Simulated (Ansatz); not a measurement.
TlMoS2:

```
Tl Mo S
1.0
     1.93711    1.11839    7.03243
    -1.93711    1.11839    7.03243
     0.00000   -2.23678    7.03243
Tl Mo S
1 1 2
Direct
  0.50000 0.50000 0.50000
  0.00000 0.00000 0.00000
  0.26670 0.26670 0.26670
  0.73330 0.73330 0.73330
```

The cell comes from a database or a generator and needn't be the stable form of this composition.

Base run:

| Item | Value |
| --- | --- |
| Program | Ansatz 0.2.0 |
| Functional | PBEsol |
| Potentials or basis | Ansatz PAW |
| Cutoff | 420 eV (not typed: the program's choice for these potentials) |
| k mesh | 6 × 6 × 6 |
| Occupations | gaussian, width 0.05 eV |
| Spin | collinear spin, program default start |
| Fixed moment | 0 μB |
| Hubbard terms | Mo d U = 2 eV |

Its results: pressure -9.0 GPa; net moment 0.00 μB per cell; site moments Tl -0.00; Mo +0.04; S -0.02 μB; largest force 1.310 eV/Å.

Task: The run is repeated on the same cell with these changes: fixed moment from 0 μB to none; hubbard terms from Mo d U = 2 eV to Mo d U = 8 eV. What comes out?

Result: Pressure -1.4 GPa; net moment 3.00 μB per cell; site moments Tl -0.04; Mo +2.70; S -0.21 μB; largest force 0.619 eV/Å.

Caveats: the magnetic or orbital state may not be the lowest; the PAW data sets come from PBE, with cores solved anew for the run's functional, which leaves a small shift of forces and pressure; the total moment is fixed, so each spin has its own Fermi level (some runs); forces of over 1 eV/Å show positions far from the minimum, so gaps and moduli don't describe the material at rest (some runs); the thresholds are loose for stress (some runs).
